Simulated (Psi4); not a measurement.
# BHBr2 (SMILES BrBBr): a chain of runs

Wanted: a series of 9 runs (PBE0-D4/def2-TZVP, PBE-D4/def2-TZVPP, r2SCAN-D4/def2-TZVPP, B3LYP-D4/def2-TZVPP, PBE0-D4/def2-TZVPP, wB97M-V/def2-TZVPP, CCSD(T)/def2-TZVPP, MP2/def2-QZVPP) of BHBr2. 

The calculation is run with Psi4 1.11.

## 1. Starting point

The species is BHBr2 (4 atoms), meant as a singlet with charge 0. As SMILES, `BrBBr`. The run starts from this shape.

Bond lengths: Br1–B2 1.891 Å, B2–Br3 1.891 Å, B2–H4 1.185 Å. Angles: Br1–B2–Br3 121.4°, Br1–B2–H4 119.3°, Br3–B2–H4 119.3°.

## 2. A structure relaxation at PBE0-D4/def2-TZVP (density fitting) (run 2)

Contents of bbr2h.in:

```
memory 3300 mb

molecule molecule1 {
  0 1
  Br     0.719230     0.220620     1.680170
  B     -0.135610     0.051190     0.001880
  Br     0.759950    -0.689450    -1.489940
  H     -1.258770     0.411030    -0.115830
  units angstrom
  symmetry c1
}

set {
  basis                   def2-TZVP
  scf_type                df
  geom_maxiter            50
  max_force_g_convergence 0.0002
}

e_tot = optimize('pbe0-d4')
```

On the command line:

```bash
psi4 -i bbr2h.in -o bbr2h.out -n 2
```

bbr2h.out:

```text
[...]
  Running in c1 symmetry.
[...]
  Nuclear repulsion =  310.534579208237233
[...]
  Multiplicity = 1
[...]
  Nalpha       = 38
  Nbeta        = 38
[...]
    Number of basis functions: 133
[...]
   @DF-RKS iter   1: -5172.60396498137015   -2.47321e+00   1.56767e-02 DIIS/ADIIS
[...]
   @DF-RKS iter  10: -5173.20058461795634   -1.09139e-11   7.29933e-09 DIIS
[...]
  @DF-RKS Final Energy: -5173.20058461795634
   => Energetics <=
    Nuclear Repulsion Energy =            310.5345792082372327
    One-Electron Energy =               -7817.4063821751851719
    Two-Electron Energy =                2474.2976785480914259
    DFT Exchange-Correlation Energy =    -140.6234932943415856
    Empirical Dispersion Energy =          -0.0029669047586307
    VV10 Nonlocal Energy =                  0.0000000000000000
    Total Energy =                      -5173.2005846179572472
[...]
  -Total Gradient:
     Atom            X                  Y                   Z
    ------   -----------------  -----------------  -----------------
       1        0.000026058446    -0.000100457329     0.000102200311
       2        0.000061869292     0.000372786811    -0.000108140456
       3        0.000028324801    -0.000139197519    -0.000032085154
       4        0.000029261860    -0.000181476464     0.000053776127
[...]
    Final optimized geometry and variables:
    Molecular point group: c1
    Full point group: C1
    Geometry (in Angstrom), charge = 0, multiplicity = 1:
    BR           0.048224517385     0.432693385268     1.592349792321
    B           -0.806615482615     0.263263385268    -0.085940207679
    BR           0.088944517385    -0.477376614732    -1.577760207679
    H           -1.929775482615     0.623103385268    -0.203650207679
    Psi4 run time: 0:00:11.52
```

On the terminal:

```text
Optimizer: Optimization complete!
```

It took 13 s on 2 threads of Intel Xeon Platinum 8259CL at 2.50GHz (Skylake/Cascade Lake), shared host; peak memory 0.62 GiB.

## 3. The harmonic vibrations at PBE0-D4/def2-TZVP (density fitting) (run 3)

Contents of input.dat:

```
memory 3300 MB

molecule molecule1 {
  0 1
  Br     1.35914772     0.41691138     3.17506114
  B     -0.25626576     0.09673508     0.00355269
  Br     1.43609737    -1.30287168    -2.81557854
  H     -2.37873055     0.77673413    -0.21888698
  units bohr
  symmetry c1
}

set basis def2-TZVP
set scf_type df
set rotational_symmetry_number 2

freq("pbe0-d4")
```

On the command line:

```bash
psi4 input.dat output.dat -n 2
```

output.dat:

```text
[...]
  Running in c1 symmetry.
[...]
  Nuclear repulsion =  310.534579488856309
[...]
  Multiplicity = 1
[...]
  Nalpha       = 38
  Nbeta        = 38
[...]
    Number of basis functions: 133
[...]
   @DF-RKS iter   1: -5172.60396509664315   -2.47321e+00   1.56767e-02 ADIIS/DIIS
[...]
   @DF-RKS iter  10: -5173.20058442146910   -1.63709e-11   8.86382e-09 DIIS
[...]
  @DF-RKS Final Energy: -5173.20058442146910
   => Energetics <=
    Nuclear Repulsion Energy =            310.5356626041054255
    One-Electron Energy =               -7817.4084404977675149
    Two-Electron Energy =                2474.2986021913802688
    DFT Exchange-Correlation Energy =    -140.6234418003207054
    Empirical Dispersion Energy =          -0.0029669188681173
    VV10 Nonlocal Energy =                  0.0000000000000000
    Total Energy =                      -5173.2005844214700119
[...]
  -Total Gradient:
     Atom            X                  Y                   Z
    ------   -----------------  -----------------  -----------------
       1        0.000105091954    -0.000107564030     0.000132755130
       2        0.000168860274     0.000329734493     0.000025309677
       3       -0.000045331975    -0.000094529686    -0.000009351258
       4       -0.000083056667    -0.000175891809    -0.000132903103
[...]
  ==> Harmonic Vibrational Analysis <==
[...]
  Freq [cm^-1]                 179.9331            602.0437            729.2678
[...]
  IR activ [km/mol]             0.0401             13.0118              3.2106
[...]
  Freq [cm^-1]                 791.2952           1037.5211           2705.6595
[...]
  IR activ [km/mol]            197.0068            204.7010            56.8691
[...]
  Total E_0, Enthalpy at 0 [K]                                                        -5173.18681145 [Eh]
[...]
```

The script printed:

```text
Warning: used thermodynamics relations inappropriate for low-frequency modes: ['179.9331' '602.0437']
```

Wall time 2.2 min (2 threads of Intel Xeon Platinum 8259CL at 2.50GHz (Skylake/Cascade Lake), shared host); peak memory 0.72 GiB.

Runs 4 to 7 aren't shown in full; the table further down has their settings and results.

## 4. A single-point energy at wB97M-V/def2-TZVPP (density fitting) (run 8)

Contents of input.inp:

```
memory 3.3 GB

molecule {
  Br
  B 1 R2
  Br 2 R3 1 A3
  H 2 R4 3 A4 1 D4

  R2 = 1.891062
  R3 = 1.891058
  A3 = 121.40836
  R4 = 1.185255
  A4 = 119.29625
  D4 = -179.63519
  units angstrom
  symmetry c1
}

set scf_type df
set dft_radial_points 99
set dft_spherical_points 590
set dft_vv10_postscf true

E = energy('wb97m-v/def2-TZVPP')
```

On the command line:

```bash
psi4 -n 2 input.inp input.out
```

input.out:

```text
[...]
  Running in c1 symmetry.
[...]
  Nuclear repulsion =  310.534617510258556
[...]
  Multiplicity = 1
[...]
  Nalpha       = 38
  Nbeta        = 38
[...]
    Number of basis functions: 141
[...]
   @DF-RKS iter   1: -5173.31021092310584   -2.64237e+00   1.41766e-02 DIIS/ADIIS
[...]
   @DF-RKS iter   8: -5173.84460697293071   -1.17972e-07   3.88597e-07 DIIS
[...]
  @DF-RKS Final Energy: -5173.52873091587298
   => Energetics <=
    Nuclear Repulsion Energy =            310.5346175102585562
    One-Electron Energy =               -7817.3308259025616280
    Two-Electron Energy =                2482.0527383384242057
    DFT Exchange-Correlation Energy =    -149.1011178463024009
    Empirical Dispersion Energy =           0.0000000000000000
    VV10 Nonlocal Energy =                  0.3158569843085434
    Total Energy =                      -5173.5287309158720745
[...]
 Multipole Moments:
 ------------------------------------------------------------------------------------
     Multipole            Electronic (a.u.)      Nuclear  (a.u.)        Total (a.u.)
 ------------------------------------------------------------------------------------
 L = 1.  Multiply by 2.5417464519 to convert [e a0] to [Debye]
 Dipole X            :         -0.0073869            0.0068286           -0.0005583
 Dipole Y            :         -1.8897236            2.0225695            0.1328459
 Dipole Z            :         -1.0602442            1.1347986            0.0745545
 Magnitude           :                                                    0.1523375
[...]
```

Run time: 20 s. Hardware: 2 threads of Intel Xeon Platinum 8259CL at 2.50GHz (Skylake/Cascade Lake), shared host; peak memory 2.3 GiB.

Run 9 isn't shown in full; the table further down has it.

## 5. The energy at MP2/def2-QZVPP (density fitting, density fitting for correlation) (run 10)

Contents of input.dat:

```
memory 3300 mb

molecule mol {
  0 1
  Br
  B 1 1.891062
  Br 2 1.891058 1 121.40836
  H 2 1.185255 3 119.29625 1 -179.63519
  symmetry c1
}

set globals {
  scf_type df
  num_frozen_docc 19
}

energy_value, wavefunction = energy("mp2/def2-QZVPP", return_wfn=True)
```

On the command line:

```bash
psi4 -n 2 input.dat output.dat
```

output.dat:

```text
[...]
  Running in c1 symmetry.
[...]
  Nuclear repulsion =  310.534617510258556
[...]
  Multiplicity = 1
[...]
  Nalpha       = 38
  Nbeta        = 38
[...]
    Number of basis functions: 265
[...]
   @DF-RHF iter   1: -5169.72776254542259   -3.22977e+00   9.07901e-03 ADIIS/DIIS
[...]
   @DF-RHF iter  11: -5170.26942203948147   -7.27596e-11   6.71533e-09 DIIS
[...]
  @DF-RHF Final Energy: -5170.26942203948147
   => Energetics <=
    Nuclear Repulsion Energy =            310.5346175102585562
    One-Electron Energy =               -7818.7140975827687726
    Two-Electron Energy =                2337.9100580330286903
    Total Energy =                      -5170.2694220394814693
[...]
 Multipole Moments:
 ------------------------------------------------------------------------------------
     Multipole            Electronic (a.u.)      Nuclear  (a.u.)        Total (a.u.)
 ------------------------------------------------------------------------------------
 L = 1.  Multiply by 2.5417464519 to convert [e a0] to [Debye]
 Dipole X            :         -0.0075888            0.0068286           -0.0007602
 Dipole Y            :         -1.7894268            2.0225695            0.2331427
 Dipole Z            :         -1.0039685            1.1347986            0.1308302
 Magnitude           :                                                    0.2673436
[...]
```

Run time: 11 s. Hardware: 2 threads of Intel Xeon Platinum 8259CL at 2.50GHz (Skylake/Cascade Lake), shared host; peak memory 0.79 GiB.

## 6. The series

| run | level | task | geom maxiter | energy (Eh) | dipole moment (D) | HOMO energy (eV) | LUMO energy (eV) | wall time |
| --- | --- | --- | --- | --- | --- | --- | --- | --- |
| 2 | PBE0-D4/def2-TZVP (density fitting) | optimise | 50 | -5173.200585 | 0.35 | -8.54 | -2.04 | 13 s |
| 3 | PBE0-D4/def2-TZVP (density fitting) | frequencies | – | -5173.200585 | 0.35 | – | – | 2.2 min |
| 4 | PBE-D4/def2-TZVPP (density fitting) | energy | – | -5173.016225 | 0.22 | -7.26 | -2.93 | 10 s |
| 5 | r2SCAN-D4/def2-TZVPP (density fitting) | energy | – | -5173.783480 | 0.33 | -7.59 | -2.67 | 17 s |
| 6 | B3LYP-D4/def2-TZVPP (density fitting) | energy | – | -5173.895362 | 0.35 | -8.26 | -2.20 | 11 s |
| 7 | PBE0-D4/def2-TZVPP (density fitting) | properties | – | -5173.200816 | 0.35 | -8.54 | -2.04 | 11 s |
| 8 | wB97M-V/def2-TZVPP (density fitting) | energy | – | -5173.528731 | 0.39 | -10.80 | -0.07 | 20 s |
| 9 | CCSD(T)/def2-TZVPP (density fitting, density fitting for correlation) | energy | – | -5170.861537 | – | -11.42 | 1.52 | 1.7 min |
| 10 | MP2/def2-QZVPP (density fitting, density fitting for correlation) | energy | – | -5171.562154 | – | -11.43 | 1.45 | 11 s |

## 7. What came out

| quantity | value |
| --- | --- |
| run 10, MP2/def2-QZVPP: total energy | -5171.56215 Eh |
| run 10, MP2/def2-QZVPP: HOMO energy (Hartree–Fock orbitals) | -11.43 eV |
| run 10, MP2/def2-QZVPP: LUMO energy (Hartree–Fock orbitals) | 1.45 eV |
| run 10, MP2/def2-QZVPP: HOMO–LUMO gap (Hartree–Fock orbitals) | 12.88 eV |
| run 10, MP2/def2-QZVPP: correlation energy (19 core orbitals frozen) | -1292.7 mEh |

Over runs 2, 3, 4, 5, 6, 7, 8 the dipole moment (its size) runs from 0.22 D (PBE-D4/def2-TZVPP) to 0.39 D (wB97M-V/def2-TZVPP). Over runs 2, 4, 5, 6, 7, 8 the HOMO–LUMO gap runs from 4.33 eV (PBE-D4/def2-TZVPP) to 10.73 eV (wB97M-V/def2-TZVPP). Totals of different functionals can't be ranked against each other. All runs together took 5.5 min, the longest 2.2 min.
